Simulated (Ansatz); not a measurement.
MgS, space group Fm-3m: relaxations under a series of pressures, run with the Python package of Ansatz (0.2.0).

Script `run_compress.py`:
```python
# -*- coding: utf-8 -*-
"""Volume and enthalpy of MgS against pressure."""

import ansatz as az
import numpy as np

OCCUPATIONS = "fixed"
SCF_TOL = 1e-07

def edges_and_angles(cell):
    cell = np.asarray(cell)
    a, b, c = np.linalg.norm(cell, axis=1)
    cosines = cell[1] @ cell[2] / (b * c), cell[0] @ cell[2] / (a * c), cell[0] @ cell[1] / (a * b)
    return (a, b, c, *np.degrees(np.arccos(cosines)))

system = (
    az.Lattice.of((0.0, 2.60165, 2.60165), (2.60165, 0.0, 2.60165), (2.60165, 2.60165, 0.0))
    .atom("Mg", (0.0, 0.0, 0.0))
    .atom("S", (0.5, 0.5, 0.5))
)

model = (
    system.calculation()
    .functional(az.Functional.PBESOL)
    .pseudopotentials("nc")
    .accuracy("medium")
    .kpoints(5)
    .occupations(OCCUPATIONS)
    .scf(tolerance=SCF_TOL)
)

# H = F + PV, with 1 GPa A^3 = 1/160.21766 eV
rows = []
for pressure in [0, 2, 4, 6, 8]:
    done = model.relax(cell=True, pressure=pressure, force_tolerance=0.01).run(threads=1, pin="off")
    cell = done.lattice.cell_ang
    n_atoms = len(done.lattice.sites)
    volume = abs(np.linalg.det(cell)) / n_atoms
    enthalpy = done.report["free_energy_ev"] / n_atoms + pressure * volume / 160.21766
    rows.append((pressure, volume, enthalpy, *edges_and_angles(cell)))
    print(f"{pressure} GPa done: {volume:.4f} A^3/atom")

print(" P (GPa)  V (A^3/atom)  H (eV/atom)     a       b       c")
for row in rows:
    print("{:8.1f} {:12.4f} {:14.5f} {:7.4f} {:7.4f} {:7.4f}".format(*row[:6]))
p, v = np.array([row[0] for row in rows], float), np.array([row[1] for row in rows])
print("mean bulk modulus between rows (GPa):", np.round(-np.diff(p) / np.diff(np.log(v)), 1))
```

How far does the cell shrink over this series of pressures, and what bulk modulus does the first step imply?

The volume falls from 17.43 Å³ an atom at 0 GPa to 16.00 at 8 GPa, by 8.2 %. Between 0 and 2 GPa, -V dP/dV is about 82 GPa, a mean over that step.

The output:

Output of `python run_compress.py`:
```text
DeckWarning: basis.ecutwfc = 1142.878222 eV, auto-derived from the records' recommended cutoffs: set by Mg (normal level)
DeckWarning: relax.cell: scf.convergence.dr2_threshold = 1e-7 eV (the SCF's general default) is looser than the 2e-10 eV advised for a relaxation that steers and ends on the stress (1e-10 eV for each atom of the cell: 2). What an SCF threshold leaves in a stress goes as its square root, and in the free energy as the [...]
0 GPa done: 17.4323 A^3/atom
2 GPa done: 17.0109 A^3/atom
4 GPa done: 16.6354 A^3/atom
6 GPa done: 16.3006 A^3/atom
8 GPa done: 16.0017 A^3/atom
 P (GPa)  V (A^3/atom)  H (eV/atom)     a       b       c
     0.0      17.4323     -958.26175  3.6669  3.6669  3.6669
     2.0      17.0109     -958.04682  3.6371  3.6371  3.6371
     4.0      16.6354     -957.83684  3.6102  3.6102  3.6102
     6.0      16.3006     -957.63128  3.5858  3.5858  3.5858
     8.0      16.0017     -957.42973  3.5637  3.5637  3.5637
mean bulk modulus between rows (GPa): [ 81.7  89.6  98.4 108.1]
```
(Warnings from the package without file and line, shortened.)

Reading the output:
- These settings explore the input space; cutoff and mesh may be short of convergence.
- At a fixed pressure a relaxation lowers the enthalpy F + PV, while F alone can rise.
- The structure is a deposited one; some such entries were measured under pressure or heat, so a shift against it needn't be the functional's error alone.
- Symmetry holds the cell in this phase, whether or not it is the stable one at each pressure.
- The whole script took 19 s on 1 thread of Arm Neoverse V1, on a shared host, peak memory 0.32 GiB.
